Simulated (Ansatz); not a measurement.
# Cu27, 27 atoms: making the run faster

Wanted: the time that a single point at PBE takes for Cu27, and which launch flags, input keys and shares of the machine shorten it.

Program: Ansatz 0.2.0 (single point, PBE, plane waves PAW). Host: Intel Xeon 6975P-C (Granite Rapids), 96 cores, 190 hardware threads, 362 GiB; it was booked for these runs alone, one at a time. Each run is timed once from launch to exit, start-up included.

## Step 1: What is computed

The cell holds 27 atoms in 309 Å³, 3×3×3 copies of a database cell, with the atoms displaced at random so that no symmetry is left.

## Step 2: Baseline

File input.yaml:

```yaml
crystal:
  lattice:
    - [0.000000, 5.366145, 5.366145]
    - [5.366145, 0.000000, 5.366145]
    - [5.366145, 5.366145, 0.000000]
  atoms:
    - { symbol: Cu, position: [0.000499, 0.006589, -0.004909] }
    - { symbol: Cu, position: [0.005231, -0.001366, 0.331955] }
    - { symbol: Cu, position: [0.010013, 0.000830, 0.666440] }
    - { symbol: Cu, position: [0.003845, 0.339273, -0.000163] }
    - { symbol: Cu, position: [0.003099, 0.328201, 0.331400] }
    - { symbol: Cu, position: [-0.002309, 0.326311, 0.658715] }
    - { symbol: Cu, position: [-0.008575, 0.665409, -0.000909] }
    - { symbol: Cu, position: [-0.001688, 0.667031, 0.326294] }
    - { symbol: Cu, position: [-0.000419, 0.667922, 0.670625] }
    - { symbol: Cu, position: [0.328873, -0.002108, -0.010622] }
    - { symbol: Cu, position: [0.330679, -0.011578, 0.325852] }
    - { symbol: Cu, position: [0.339139, -0.011605, 0.670876] }
    - { symbol: Cu, position: [0.335062, 0.331687, 0.002421] }
    - { symbol: Cu, position: [0.336114, 0.338844, 0.332119] }
    - { symbol: Cu, position: [0.330212, 0.330146, 0.661467] }
    - { symbol: Cu, position: [0.333097, 0.662525, 0.005632] }
    - { symbol: Cu, position: [0.323480, 0.660902, 0.328309] }
    - { symbol: Cu, position: [0.322302, 0.676693, 0.653973] }
    - { symbol: Cu, position: [0.665173, -0.002768, 0.008728] }
    - { symbol: Cu, position: [0.656202, 0.005649, 0.329478] }
    - { symbol: Cu, position: [0.665848, -0.003537, 0.670043] }
    - { symbol: Cu, position: [0.660670, 0.332917, 0.001863] }
    - { symbol: Cu, position: [0.676366, 0.320655, 0.341372] }
    - { symbol: Cu, position: [0.671664, 0.330784, 0.668274] }
    - { symbol: Cu, position: [0.664210, 0.675346, 0.001105] }
    - { symbol: Cu, position: [0.665530, 0.665465, 0.332280] }
    - { symbol: Cu, position: [0.665736, 0.662034, 0.677516] }
kpoints:
  mp_grid: { grid: [5, 5, 5] }
hamiltonian:
  xc: pbe
  pseudopotentials: { azcp: { folder: soft_1 } }
scf:
  occupations: { method: fermi_dirac, width: 0.1 }
output: { forces: true, stress: true }
```

Run with:

```sh
> ansatz run input.yaml --backend cpu --events-out ev --progress --plain --runs-dir out
```

## Step 3: Change: f 4

input.yaml: that of step 2 with these lines changed.

```diff
@@ -36,3 +36,3 @@
 hamiltonian:
-  xc: pbe
+  xc: r2scan
   pseudopotentials: { azcp: { folder: soft_1 } }
```

## Step 4: Change: f 8

input.yaml: that of step 3 with these lines changed.

```diff
@@ -36,6 +36,7 @@
 hamiltonian:
-  xc: r2scan
-  pseudopotentials: { azcp: { folder: soft_1 } }
+  xc: pbe
+  pseudopotentials: { kind: paw_fr, azcp: { folder: soft_1 } }
+magnetization: { noncollinear: true, spin_orbit: true }
 scf:
   occupations: { method: fermi_dirac, width: 0.1 }
-output: { forces: true, stress: true }
+output: { eigenvalues: true }
```

## Step 5: Change: f 20

input.yaml: that of step 4 with these lines changed.

```diff
@@ -37,6 +37,5 @@
   xc: pbe
-  pseudopotentials: { kind: paw_fr, azcp: { folder: soft_1 } }
-magnetization: { noncollinear: true, spin_orbit: true }
+  pseudopotentials: { kind: all_electron, lapw: {} }
 scf:
   occupations: { method: fermi_dirac, width: 0.1 }
-output: { eigenvalues: true }
+output: { forces: true, stress: true }
```

## Step 6: Change: f 30

input.yaml: that of step 5 with these lines changed.

```diff
@@ -36,4 +36,4 @@
 hamiltonian:
-  xc: pbe
-  pseudopotentials: { kind: all_electron, lapw: {} }
+  xc: hse06
+  pseudopotentials: { azcp: { folder: soft_1 } }
 scf:
```

(Steps that only read results are left out.)

**Question.** How long do these runs take on this host, and what pays? Wanted: reference; best change; worst change.

As calculated:

```
    quantity                   value
   reference     7.7 s on 96 threads
 best change   none beyond the noise
worst change  f 30: 36 times as slow
```

Changes under about 4 % are taken as noise (0.3 s of jitter at start-up on so short a run). No change beats the defaults here. f 30 costs most. In the reference run the eigensolver takes 80 % of the time. The figures hold for this build, input and host.
